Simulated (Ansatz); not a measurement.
**BeH3− (singlet): from Hartree-Fock to the top rungs at scale of all distances = 1.515, 6-31++G****

The task here is to estimate one member of a computed series from the others.

Computed with Ansatz 0.2.0, Gaussian basis. Level: 6-31++G**, core rule «outside noble gas», up to 1 orbitals frozen.

Plan: UHF; CCSD(T) on RHF; BCCD(T) on RHF; CISD; CCSDT(Q) on RHF; CASSCF and MRCISD+Q, 2 electrons in 2 orbitals; CASSCF and NEVPT2, 2 electrons in 2 orbitals; CASSCF and MRCISD+Q, 6 electrons in 7 orbitals; CASSCF and NEVPT2, 6 electrons in 7 orbitals; Full CI.

20 further runs of the same task are left out: 6 for a known fault of the program, 11 that didn't finish, 3 set aside as unsound or not needed.

### The geometry

The geometry derives from a PBE0/def2-TZVPD stationary point (not a proven minimum). All distances are scaled together.

4 atoms, charge -1, spin multiplicity 1.

Atoms are counted from 1 here; the program's logs count them from 0.

No contacts short enough for the rule that draws bonds.

Set-up of the first run:

Contents of in.yaml:

```yaml
crystal:
  periodic: [false, false, false]
  atoms:
    - {symbol: Be, position_ang: [0.000000, 0.000000, 0.000000]}
    - {symbol: H, position_ang: [2.159500, 0.021656, 0.000000]}
    - {symbol: H, position_ang: [-1.098504, 1.859348, -0.004848]}
    - {symbol: H, position_ang: [-1.060996, -1.881003, 0.004848]}
basis:
  gaussian: {orbitals: "6-31++G**"}
total_charge: -1
magnetization: {spin_polarized: true, initial_magnetization: 0}
hamiltonian: {xc: hf}
output: {orbitals: {seedname: orbitals}}
```

Started as:

```sh
$ ansatz run in.yaml --threads 1 --pin off --events-out ev --progress --plain --max-ram 2393MiB
```

Steps of the session up to this table: UHF; CCSD(T) on RHF; BCCD(T) on RHF; CISD; CCSDT(Q) on RHF; CASSCF and MRCISD+Q, 2 electrons in 2 orbitals; CASSCF and NEVPT2, 2 electrons in 2 orbitals; CASSCF and MRCISD+Q, 6 electrons in 7 orbitals; CASSCF and NEVPT2, 6 electrons in 7 orbitals; Full CI.

One of the session's tables, all rows but one given; the rest of the session is left out.

```
          method  from FCI (kJ/mol)
             RHF             +265.0
            RMP2              +79.8
            CISD              +22.4
           RCCSD               +9.1
        RCCSD(T)               +2.6
         BCCD(T)               +2.7
          RCCSDT                0.0
       RCCSDT(Q)                0.0
     CASSCF pair             +202.9
     NEVPT2 pair              +65.6
     MRCISD pair              +14.0
   MRCISD+Q pair               -1.4
  CASSCF valence                  ?
  NEVPT2 valence              +23.2
  MRCISD valence               +2.2
MRCISD+Q valence               +0.5
             FCI                  0
```

Q: Estimate the row for CASSCF valence from the others.

As computed: from FCI (kJ/mol): +77.8. In the column «from FCI (kJ/mol)» it lies between NEVPT2 pair (+65.6) and RMP2 (+79.8).

To keep in mind: MRCISD+Q pair falls below full CI: the +Q correction isn't variational, and the cores differ from full CI's.
